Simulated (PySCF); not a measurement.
# C3F7I (trans-1-Iodoperfluoropropane): the cost of one run

Programs: PySCF 2.14.0, with routines of our own; each step states its level. All values are computed. Atoms count from 0.

## Step 1: The starting structure

11 atoms, charge 0, multiplicity 1; geometry from: GFN2-xTB.

## Step 2: Relaxing the molecule at PBE0-D3(BJ)/def2-SVP

The job: settings as JSON, then the geometry in Å.

```
{"job": {"xc": "PBE0", "basis": "def2-SVP", "d3": "d3bj", "grid": 1, "maxiter": 30, "shake": 0.01, "kind": "geom"}, "charge": 0, "multiplicity": 1}
F     -2.298650     0.127480    -0.831780
C     -1.380510     0.091990     0.092440
F     -1.488660     1.186760     0.836000
F     -1.583390    -0.956380     0.861350
C      0.027930    -0.014250    -0.582840
F      0.198030     1.062360    -1.376690
F      0.061420    -1.104930    -1.350970
C      1.210280    -0.072330     0.435030
F      1.037660    -1.130770     1.258740
F      1.184280     1.005060     1.228040
I      3.069730    -0.220820    -0.584990
```

Run with:

```console
$ OMP_NUM_THREADS=1 python heavy_run.py task.json out
```

One launch serves the whole session: the jobs run in the order shown.

Q: Estimate the wall time and peak memory of this first job on 1 thread of Arm Neoverse V2, shared host.

About 75 s, with a peak of 0.8 GiB.
